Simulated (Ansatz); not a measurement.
# HfB4C: from a guess to a relaxed structure, part 2 of 2

Aim: relax a trial structure of HfB4C and see where it ends.

Ansatz 0.2.0; DFT PBE, scalar-relativistic, plane waves, PAW. Earlier steps stand in the parts before.

## (4) Full relaxation

The end of the coarse run is made exact in the group found at a tolerance of 0.06 Å and reduced to its primitive cell.

input.yaml

```yaml
crystal:
  lattice:
    - [0.0, 2.958201366, 2.958201366]
    - [2.958201366, 0.0, 2.958201366]
    - [2.958201366, 2.958201366, 0.0]
  atoms:
    - { symbol: Hf, position: [0.0, 0.0, 0.0] }
    - { symbol: B, position: [0.3891717412, 0.3891717412, 0.8324847764] }
    - { symbol: B, position: [0.3891717412, 0.3891717412, 0.3891717412] }
    - { symbol: B, position: [0.8324847764, 0.3891717412, 0.3891717412] }
    - { symbol: B, position: [0.3891717412, 0.8324847764, 0.3891717412] }
    - { symbol: C, position: [0.75, 0.75, 0.75] }
basis:
  ecutwfc: 420
kpoints:
  mp_grid: { grid: [12, 12, 12] }
hamiltonian:
  xc: pbe
scf:
  occupations: { method: gaussian, width: 0.1 }
output:
  forces: true
  stress: true
  eigenvalues: true
relax:
  adjacent_minimum: "off"
  f_tol: 0.01
  max_steps: 80
  cell: { stress_tol: 0.05 }
```

The run is started by

```sh
ansatz run input.yaml --threads 1 --pin off --max-ram 2560MiB --backend cpu --events-out ev --progress --plain --runs-dir out
```

Standard output:

```text
Warning: RAYON_NUM_THREADS=1 ignored (pool sized by the plan → 1); use --threads N
Engine: ansatz 0.2.0, x86_64-unknown-linux-gnu
Pseudopotentials: kind: paw
Pseudopotential: Hf, paw, valence charge 26, recommended cutoff 420 eV (normal), Hf.paw.azcp
Pseudopotential: B, paw, valence charge 3, recommended cutoff 420 eV (normal), B.paw.azcp
Pseudopotential: C, paw, valence charge 4, recommended cutoff 420 eV (normal), C.paw.azcp
Functional definition: PBE
  parameter kappa = 0.804
  parameter beta = 0.06672455060314922
  exchange = pbe_x(kappa = kappa, mu = beta*pi^2/3)
  correlation = pbe_c(beta = beta)
Crystal: 6 atoms, lattice volume = 51.774 Å³
Basis set: ecut = 420 eV, 965 PW (Γ), exchange–correlation on 60×60×60 points (8 copies of the dense FFT grid, shifted against one another)
Bands: 27, of which v1, the nominal top of the filled ones, is band 21 counted from 1 (20 counted from 0)
Symmetry: 24 space group operations
Space group: F-43m (ITA 216), of the structure as read, at distance tolerance 3.7e-5 Å
k-points: 72 of 1728 (time reversal used)
Non-local potential: Hf, projectors of the file, l = 0: 3, l = 1: 2, l = 2: 2, l = 3: 3
Non-local potential: B, projectors of the file, l = 0: 2, l = 1: 2, l = 2: 1
Non-local potential: C, projectors of the file, l = 0: 2, l = 1: 2, l = 2: 1
PAW form: soft (Blöchl's): semilocal exchange-correlation on the pseudo side does not see the compensation charge
PAW one-centre angular grid: Hf, 590 points (default); XC on 64 Gauss nodes
PAW one-centre angular grid: B, 110 points (default); XC on 64 Gauss nodes
PAW one-centre angular grid: C, 110 points (default); XC on 64 Gauss nodes
Initial density: superposition of atomic densities (neutral atoms: chi_scale 0, normalization atom), corrected by the library's trained network
Initial wavefunctions: pseudopotential atomic-orbital guess
Functional: x = pbe(κ = 0.804, μ = 0.2195149727645171), c = pbe(β = 0.06672455060314922)
SCF iter   1: F=—  HF=-16589.288135 eV  |F-HF|=—  |Δ(HF+E_count)|=         —  Δρ=1.11e-2  dr2=8.16e-2  ethr=1.77e-3  ⟨swp⟩=4.8  Hψ=7229  notcnv=0  defer=2
preconditioner: auto → Kerker (q_TF=auto, 2.635 Å⁻¹)  [metal: Δε(μ)=0.016 eV  Ē_g=14.253 eV  σ=0.100 eV  W_gap=0.09  n_scr=14 (ndim 8)  ℏωp=32.6 eV  f_vac=0.000  D(μ)=2.02/eV (n_scr^D=14)]
SCF iter   2: F=—  HF=-16589.277577 eV  |F-HF|=—  |Δ(HF+E_count)|=   1.06e-2  Δρ=6.58e-3  dr2=2.99e-2  ethr=1.94e-4  ⟨swp⟩=1.0  Hψ=2520  notcnv=0  defer=3
SCF iter   3: F=—  HF=-16589.270584 eV  |F-HF|=—  |Δ(HF+E_count)|=   6.99e-3  Δρ=5.52e-4  dr2=1.08e-4  ethr=7.11e-5  ⟨swp⟩=2.0  Hψ=2441  notcnv=0  defer=3
SCF iter   4: F=—  HF=-16589.270600 eV  |F-HF|=—  |Δ(HF+E_count)|=   1.55e-5  Δρ=3.08e-4  dr2=4.02e-5  ethr=2.58e-7  ⟨swp⟩=2.0  Hψ=3359  notcnv=0  defer=3
SCF iter   5: F=—  HF=-16589.270562 eV  |F-HF|=—  |Δ(HF+E_count)|=   3.82e-5  Δρ=7.68e-5  dr2=2.21e-6  ethr=9.57e-8  ⟨swp⟩=2.0  Hψ=3357  notcnv=0  defer=3
SCF iter   6: F=—  HF=-16589.270561 eV  |F-HF|=—  |Δ(HF+E_count)|=   8.16e-7  Δρ=2.34e-5  dr2=1.80e-7  ethr=5.25e-9  ⟨swp⟩=2.4  Hψ=2931  notcnv=0  defer=3
SCF iter   7: F=-16589.270561 eV  HF=-16589.270561 eV  |F-HF|=6.60e-9  |Δ(HF+E_count)|=   1.78e-8  Δρ=3.47e-6  dr2=5.97e-9  ethr=2.38e-10  ⟨swp⟩=8.2  Hψ=7820  notcnv=0
SCF 1 converged in 7 iterations: F = -16589.270561 eV  dr2 = 5.97e-9
relax step   1: F+E_penalty+E_count = -16589.27056084 eV  Δ(F+E_penalty+E_count) = +0.000e0 eV  max|allowed force component| = 2.810e-2 eV/Å  Δτ_max = 0.0000 Å  P = -0.356 GPa  Ω = 51.774 Å³  (7 SCF iters, dr2 threshold 1.00e-7 eV, accepted)
Crystal: 6 atoms, lattice volume = 51.633 Å³
Initial density: handed on by an earlier stage of this run
Initial wavefunctions: those handed on with the density
iter 1 solved again at ethr=3.35e-7 eV; its pass at ethr=3.10e-3 eV (dr2=1.41e-4 eV) is discarded
SCF iter   1: F=—  HF=-16589.271209 eV  |F-HF|=—  |Δ(HF+E_count)|=         —  Δρ=3.54e-4  dr2=1.38e-4  ethr=3.35e-7  ⟨swp⟩=2.0  Hψ=8646  notcnv=0
preconditioner: auto → Kerker (q_TF=auto, 2.636 Å⁻¹)  [metal: Δε(μ)=0.021 eV  Ē_g=14.233 eV  σ=0.100 eV  W_gap=0.12  n_scr=14 (ndim 8)  ℏωp=32.7 eV  f_vac=0.000  D(μ)=2.13/eV (n_scr^D=14)]
SCF iter   2: F=—  HF=-16589.271186 eV  |F-HF|=—  |Δ(HF+E_count)|=   2.28e-5  Δρ=1.98e-4  dr2=4.46e-5  ethr=3.28e-7  ⟨swp⟩=1.1  Hψ=1951  notcnv=0
SCF iter   3: F=—  HF=-16589.271174 eV  |F-HF|=—  |Δ(HF+E_count)|=   1.15e-5  Δρ=2.90e-5  dr2=3.83e-7  ethr=1.06e-7  ⟨swp⟩=2.0  Hψ=2450  notcnv=0
SCF iter   4: F=—  HF=-16589.271174 eV  |F-HF|=—  |Δ(HF+E_count)|=   1.09e-9  Δρ=1.96e-5  dr2=1.32e-7  ethr=9.12e-10  ⟨swp⟩=2.0  Hψ=3464  notcnv=0
iter 5 did not close the SCF: its close was put off for the readings that it lacked (scf_convergence_deferred on its scf_iter line)
SCF iter   5: F=-16589.271174 eV  HF=-16589.271174 eV  |F-HF|=7.49e-9  |Δ(HF+E_count)|=   1.56e-7  Δρ=5.76e-6  dr2=1.21e-8  ethr=3.15e-10  ⟨swp⟩=2.1  Hψ=3459  notcnv=0
SCF iter   6: F=-16589.271174 eV  HF=-16589.271174 eV  |F-HF|=1.86e-10  |Δ(HF+E_count)|=   4.43e-9  Δρ=8.64e-7  dr2=5.43e-10  ethr=2.88e-11  ⟨swp⟩=1.1  Hψ=5775  notcnv=0
SCF 2 converged in 6 iterations: F = -16589.271174 eV  dr2 = 5.43e-10
relax step   2: F+E_penalty+E_count = -16589.27117418 eV  Δ(F+E_penalty+E_count) = -6.133e-4 eV  max|allowed force component| = 2.847e-2 eV/Å  Δτ_max = 0.0014 Å  P = +0.124 GPa  Ω = 51.633 Å³  energy of the carried Pulay correction = +2.295e-4 eV  (6 SCF iters, dr2 threshold 3.17e-7 eV, accepted)
Crystal: 6 atoms, lattice volume = 51.571 Å³
iter 1 solved again at ethr=4.68e-6 eV; its pass at ethr=3.10e-3 eV (dr2=1.96e-3 eV) is discarded
SCF iter   1: F=—  HF=-16589.272454 eV  |F-HF|=—  |Δ(HF+E_count)|=         —  Δρ=1.32e-3  dr2=1.99e-3  ethr=4.68e-6  ⟨swp⟩=1.0  Hψ=8160  notcnv=0
preconditioner: auto → Kerker (q_TF=auto, 2.637 Å⁻¹)  [metal: Δε(μ)=0.018 eV  Ē_g=14.239 eV  σ=0.100 eV  W_gap=0.10  n_scr=14 (ndim 8)  ℏωp=32.7 eV  f_vac=0.000  D(μ)=2.15/eV (n_scr^D=14)]
SCF iter   2: F=—  HF=-16589.272047 eV  |F-HF|=—  |Δ(HF+E_count)|=   4.07e-4  Δρ=7.75e-4  dr2=6.88e-4  ethr=4.68e-6  ⟨swp⟩=1.0  Hψ=1944  notcnv=0
SCF iter   3: F=—  HF=-16589.271828 eV  |F-HF|=—  |Δ(HF+E_count)|=   2.20e-4  Δρ=9.85e-5  dr2=4.16e-6  ethr=1.64e-6  ⟨swp⟩=2.0  Hψ=2661  notcnv=0
SCF iter   4: F=—  HF=-16589.271817 eV  |F-HF|=—  |Δ(HF+E_count)|=   1.12e-5  Δρ=6.29e-5  dr2=1.63e-6  ethr=9.92e-9  ⟨swp⟩=2.0  Hψ=3463  notcnv=0
SCF iter   5: F=—  HF=-16589.271817 eV  |F-HF|=—  |Δ(HF+E_count)|=   1.20e-7  Δρ=1.51e-5  dr2=7.53e-8  ethr=3.88e-9  ⟨swp⟩=2.0  Hψ=3428  notcnv=0
SCF iter   6: F=-16589.271817 eV  HF=-16589.271817 eV  |F-HF|=5.46e-11  |Δ(HF+E_count)|=   9.91e-9  Δρ=2.33e-6  dr2=1.70e-9  ethr=1.21e-10  ⟨swp⟩=4.5  Hψ=6948  notcnv=0
SCF 3 converged in 6 iterations: F = -16589.271817 eV  dr2 = 1.70e-9
relax step   3: F+E_penalty+E_count = -16589.27181668 eV  Δ(F+E_penalty+E_count) = -6.425e-4 eV  max|allowed force component| = 3.787e-3 eV/Å  Δτ_max = 0.0052 Å  P = +0.027 GPa  Ω = 51.571 Å³  energy of the carried Pulay correction = +3.301e-4 eV  (6 SCF iters, dr2 threshold 5.07e-8 eV, accepted)
Initial wavefunctions: pseudopotential atomic-orbital guess (no wavefunctions were taken with the density)
iter 1 solved again at ethr=1.26e-8 eV; its pass at ethr=3.10e-3 eV (dr2=5.31e-6 eV) is discarded
SCF iter   1: F=—  HF=-16589.271530 eV  |F-HF|=—  |Δ(HF+E_count)|=         —  Δρ=1.01e-5  dr2=9.96e-9  ethr=1.26e-8  ⟨swp⟩=3.8  Hψ=12696  notcnv=0
preconditioner: auto → Kerker (q_TF=auto, 2.637 Å⁻¹)  [metal: Δε(μ)=0.021 eV  Ē_g=14.234 eV  σ=0.100 eV  W_gap=0.12  n_scr=14 (ndim 8)  ℏωp=32.7 eV  f_vac=0.000  D(μ)=2.15/eV (n_scr^D=14)]
SCF iter   2: F=—  HF=-16589.271531 eV  |F-HF|=—  |Δ(HF+E_count)|=   1.25e-6  Δρ=5.61e-6  dr2=3.25e-9  ethr=2.37e-11  ⟨swp⟩=2.1  Hψ=3442  notcnv=0
SCF iter   3: F=—  HF=-16589.271531 eV  |F-HF|=—  |Δ(HF+E_count)|=   5.42e-9  Δρ=2.64e-6  dr2=6.93e-10  ethr=7.74e-12  ⟨swp⟩=2.1  Hψ=3394  notcnv=0
iter 4 did not close the SCF: its close was put off for the readings that it lacked (scf_convergence_deferred on its scf_iter line)
SCF iter   4: F=-16589.271531 eV  HF=-16589.271531 eV  |F-HF|=2.55e-11  |Δ(HF+E_count)|=   1.51e-9  Δρ=2.75e-7  dr2=2.16e-11  ethr=1.65e-12  ⟨swp⟩=2.0  Hψ=3462  notcnv=0
iter 5 did not close the SCF: its close was put off for the readings that it lacked (scf_convergence_deferred on its scf_iter line)
SCF iter   5: F=-16589.271531 eV  HF=-16589.271531 eV  |F-HF|=3.64e-12  |Δ(HF+E_count)|=  7.28e-12  Δρ=3.79e-8  dr2=5.30e-13  ethr=1.00e-12  ⟨swp⟩=1.0  Hψ=1944  notcnv=0
SCF iter   6: F=-16589.271531 eV  HF=-16589.271531 eV  |F-HF|=0.00e0  |Δ(HF+E_count)|=  3.64e-12  Δρ=1.30e-8  dr2=6.56e-14  ethr=1.00e-12  ⟨swp⟩=2.9  Hψ=6175  notcnv=0
SCF 4 converged in 6 iterations: F = -16589.271531 eV  dr2 = 6.56e-14
relax step   4: F+E_penalty+E_count = -16589.27153124 eV  Δ(F+E_penalty+E_count) = +2.854e-4 eV  max|allowed force component| = 3.826e-3 eV/Å  Δτ_max = 0.0000 Å  P = +0.018 GPa  Ω = 51.571 Å³  stress off target by 1.80e-2 GPa  SCF on the basis re-selected at this cell (its energy is not comparable with the rows above)  (6 SCF iters)
basis re-selected at this cell: Δ(F+E_penalty+E_count) = +2.854e-4 eV, ΔP = -0.009 GPa vs the last step (what re-selecting the basis moved, of the pressure what is left beyond the Pulay correction that the steps carried, after the strain that the cell walked since its last selection, with what the two solves' SCF thresholds leave and, on support functions, any second-order correction that the steps lacked; it is no measure of the basis error at this ecutwfc). This SCF's stress stands 1.80e-2 GPa from its target on what of the cell is left free (relax.cell.stress_tol is 5.00e-2 GPa) and its largest allowed force component is 3.83e-3 eV/Å (relax.f_tol is 1.00e-2 eV/Å): within both
SCF converged after 6 iterations
Free energy (F): -16589.271531 eV
Harris-Foulkes:  -16589.271531 eV  (|F-HF|=0.00e0)
Internal energy: -16589.260767 eV  (E = F + TS)
E sigma→0 (E₀):  -16589.266149 eV
Entropy (-TS):   -0.010764 eV (-1.794 meV/atom)
Fermi energy:    15.652025 eV
--- Per-component energies (eV) ---
  E_band       = 98.923671
  E_kinetic    = 694.177430
  E_local      = -6061.200157  (includes V_loc(G=0)·N_el)
  E_nonlocal   = -1168.300880
  E_hartree    = 2853.258512
  E_xc         = -475.247195
  E_vxc        = -476.870833  (∫ρ·V_xc dr)
  E_paw        = -7340.505675  (= ΣΔE_a)
  E_vpaw       = 1404.601097  (= ΣTr[D̂ρ^β])
  E_aug_tail   = -0.000010  (compensation charges beyond the density's cutoff)
  E_ewald      = -5091.442792
  E_smearing   = -0.010764  (= −TS)
  E_closure    = 0.000000  (closes the sum)
  Σ components = -16589.271531   (vs F -16589.271531, Δ=0.00e0)
--- Forces (eV/Å), atoms counted from 1 ---
  atom   1  Hf    -0.00000000    -0.00000000    -0.00000000
  atom   2  B      0.00382641     0.00382641    -0.00382641
  atom   3  B     -0.00382641    -0.00382641    -0.00382641
  atom   4  B     -0.00382641     0.00382641     0.00382641
  atom   5  B      0.00382641    -0.00382641     0.00382641
  atom   6  C     -0.00000000    -0.00000000    -0.00000000
  max |Σ_I F_I| component: 8.28e-16 eV/Å
--- Stress (GPa, compression-positive) ---
        0.017992      -0.000000      -0.000000
       -0.000000       0.017992       0.000000
       -0.000000      -0.000000       0.017992
  P = ⅓ Tr σ = 0.0180 GPa (0.180 kbar)
--- Band table (eV; the first three rows and the last of 72) ---
  k-point 0: bands = ["-44.9862", "-13.8216", "-13.8216", "-13.8216", "0.5898", "4.9729", "5.0125", "5.0125", "5.0125", "5.0402", "5.0402", "5.0402", "8.1909", "9.3750", "9.8216", "9.8216", "9.8216", "12.4989", "12.4989", "13.0264", "13.0264", "13.0264", "17.3956", "17.3956", "17.3956", "24.0555", "24.0555"]
  k-point 1: bands = ["-44.9861", "-13.8283", "-13.8226", "-13.8226", "0.6742", "4.9742", "5.0094", "5.0136", "5.0136", "5.0389", "5.0389", "5.0403", "7.9193", "8.8589", "9.7991", "9.7991", "10.3861", "12.2230", "12.2230", "13.4579", "13.4579", "13.4672", "17.1049", "17.4140", "17.4140", "23.8021", "23.8021"]
  k-point 2: bands = ["-44.9858", "-13.8465", "-13.8252", "-13.8252", "0.9221", "4.9771", "5.0007", "5.0167", "5.0167", "5.0354", "5.0354", "5.0405", "7.1721", "8.4151", "9.7115", "9.7115", "11.1150", "12.0217", "12.0217", "14.1067", "14.1067", "14.4879", "16.5166", "17.4741", "17.4741", "23.1813", "23.1813"]
  k-point 71: bands = ["-44.9842", "-13.8887", "-13.8845", "-13.8588", "3.4321", "4.2439", "5.0148", "5.0197", "5.0241", "5.0249", "5.0254", "5.0392", "5.0429", "6.4928", "7.5170", "11.0091", "12.3261", "12.7993", "13.2075", "15.7138", "16.0086", "16.3484", "17.4061", "17.6125", "20.6278", "21.0333", "21.0383"]
--- Relaxed structure (3 steps of the walk, 3 accepted, 1 SCFs on fresh bases) ---
  F+E_penalty+E_count = -16589.27153124 eV   max|allowed force component| = 3.826e-3 eV/Å   (the final SCF, on the basis selected at the relaxed cell)
  cell:  # Å, volume = 51.5708 Å³
    - [3.6431910035203474e-33, 2.9543230169522015, 2.9543230169522015]
    - [2.9543230169522015, 2.8024546180925777e-34, 2.9543230169522015]
    - [2.9543230169522015, 2.9543230169522015, 1.732426491184501e-33]
  atoms:
    - { symbol: Hf, position: [-3.970494933257911e-20, -5.1921856819526644e-20, -1.5271134358684292e-20] }
    - { symbol: B, position: [0.3885217404713453, 0.3885217404713453, 0.8344347785859643] }
    - { symbol: B, position: [0.3885217404713453, 0.3885217404713453, 0.3885217404713453] }
    - { symbol: B, position: [0.8344347785859643, 0.3885217404713453, 0.38852174047134524] }
    - { symbol: B, position: [0.3885217404713453, 0.8344347785859643, 0.38852174047134524] }
    - { symbol: C, position: [0.75, 0.75, 0.75] }
```

Run time: 35 s. Hardware: 1 thread of Intel Xeon at 2.70GHz, shared host; peak memory 0.46 GiB.

Relaxation path:

| step | energy from step 1 (eV/cell) | largest force component (eV/Å) | pressure (GPa) | volume (Å³) |
| --- | --- | --- | --- | --- |
| 1 | 0.0000 | 0.0281 | -0.36 | 51.77 |
| 2 | -0.0006 | 0.0285 | 0.12 | 51.63 |
| 3 | -0.0013 | 0.0038 | 0.03 | 51.57 |
| 4 | -0.0010 | 0.0038 | 0.02 | 51.57 |

Step 1 is the start. Step 4 repeats the geometry before it on a plane-wave basis chosen anew for that cell, so its energy need not be comparable with the rows above.

Lengths and angles in the start's conventional setting:

|  | before | after | change |
| --- | --- | --- | --- |
| a (Å) | 5.916 | 5.909 | -0.1 % |
| b (Å) | 5.916 | 5.909 | -0.1 % |
| c (Å) | 5.916 | 5.909 | -0.1 % |
| volume (Å³/atom) | 8.63 | 8.60 | -0.4 % |
| shortest distance (Å) | 1.855 | 1.863 | +0.5 % |
| space group (0.01 Å) | F-43m | F-43m | same |

Forces and stress were held to the start's 24 operations: a distortion of lower symmetry was not tested.

## (5) What came out

This closing draws on all 2 parts. Changes of volume or cell count from the first structure of part 1.

```
                              quantity                                                                      value
symmetry at the end (tolerance 0.05 Å)                                                space group F-43m (No. 216)
                     conventional cell  a = 5.909 Å, b = 5.909 Å, c = 5.909 Å, α = 90.00°, β = 90.00°, γ = 90.00°
                                volume                                                               8.60 Å³/atom
              energy over the elements                                                              +1.12 eV/atom
                       gap on the mesh                                                               none (metal)
```

**Reading.** The space group F-43m (No. 216) is kept, and the volume per atom shrinks by 12.5 % from the first guess. With a positive formation energy it can't be a ground state. No finished test with a distortion of lower symmetry is shown, so the end may be a saddle point. Spin-orbit coupling is left out for Hf.
